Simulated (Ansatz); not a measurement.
# Si2B2C: the cost of one run

Method: DFT PBE, scalar-relativistic, plane waves, PAW, in Ansatz 0.2.0.

1 further run of the same task is left out (set aside as unsound or not needed).

### Step 1. The starting structure

The structure is tetragonal, space group P4/mmm (No. 123). The conventional cell has a = 4.318 Å, b = 4.318 Å, c = 2.861 Å, α = 90.00°, β = 90.00°, γ = 90.00°. Around Si (site symmetry mmm) lie 2 B at 2.16 Å and 2 C at 2.16 Å. B (site symmetry 4/mmm) has 2 C at 1.43 Å as nearest neighbours. B (site symmetry 4/mmm) has 4 Si at 2.16 Å as nearest neighbours. Around C (site symmetry 4/mmm) lie 2 B at 1.43 Å.

Structure file:

```cif
data_structure
_symmetry_space_group_name_H-M 'P4/mmm'
_symmetry_Int_Tables_number 123
_cell_length_a 4.3179
_cell_length_b 4.3179
_cell_length_c 2.8609
_cell_angle_alpha 90.000
_cell_angle_beta 90.000
_cell_angle_gamma 90.000
_cell_volume 53.34
loop_
_atom_site_label
_atom_site_type_symbol
_atom_site_symmetry_multiplicity
_atom_site_Wyckoff_symbol
_atom_site_fract_x
_atom_site_fract_y
_atom_site_fract_z
_atom_site_occupancy
Si1 Si 2 e 0.50000 0.00000 0.50000 1
B1 B 1 a 0.00000 0.00000 0.00000 1
B2 B 1 d 0.50000 0.50000 0.50000 1
C1 C 1 b 0.00000 0.00000 0.50000 1
```

It is the end of an earlier relaxation with the same method, from a generated guess; it is a trial structure. At a tolerance of 0.05 Å it has space group P4/mmm (No. 123); it has 10.67 Å³/atom, an uncorrected energy of +0.82 eV/atom over the elements.

### Step 2. Bands, states and charges

File input.yaml:

```yaml
crystal:
  lattice:
    - [4.317904994, 0.0, 0.0]
    - [0.0, 4.317904994, 0.0]
    - [0.0, 0.0, 2.8609030644]
  atoms:
    - { symbol: Si, position: [0.5, 0.0, 0.5] }
    - { symbol: Si, position: [0.0, 0.5, 0.5] }
    - { symbol: B, position: [0.0, 0.0, 0.0] }
    - { symbol: B, position: [0.5, 0.5, 0.5] }
    - { symbol: C, position: [0.0, 0.0, 0.5] }
basis:
  ecutwfc: 420
kpoints:
  mp_grid: { grid: [10, 10, 14] }
  band_path:
    path:
      - [[0.0, 0.0, 0.0], [0.0, 0.5, 0.0], [0.5, 0.5, 0.0], [0.0, 0.0, 0.0], [0.0, 0.0, 0.5], [0.0, 0.5, 0.5], [0.5, 0.5, 0.5], [0.0, 0.0, 0.5]]
      - [[0.0, 0.5, 0.0], [0.0, 0.5, 0.5]]
      - [[0.5, 0.5, 0.0], [0.5, 0.5, 0.5]]
    npoints: 14
hamiltonian:
  xc: pbe
scf:
  occupations: { method: gaussian, width: 0.1 }
  n_extra_bands: 12
output:
  forces: true
  stress: true
  eigenvalues: true
  populations: true
  dos: { projected: true, de: 0.02, nscf_kmesh: { grid: [12, 12, 17] } }
  bader: true
```

On the command line:

```console
$ ansatz run input.yaml --threads 1 --pin off --max-ram 2560MiB --backend cpu --events-out ev --progress --plain --runs-dir out
```

Q: Estimate wall time and peak memory on 1 thread of Arm Neoverse V1, shared host.

About 70 s, with a peak of 0.44 GiB.
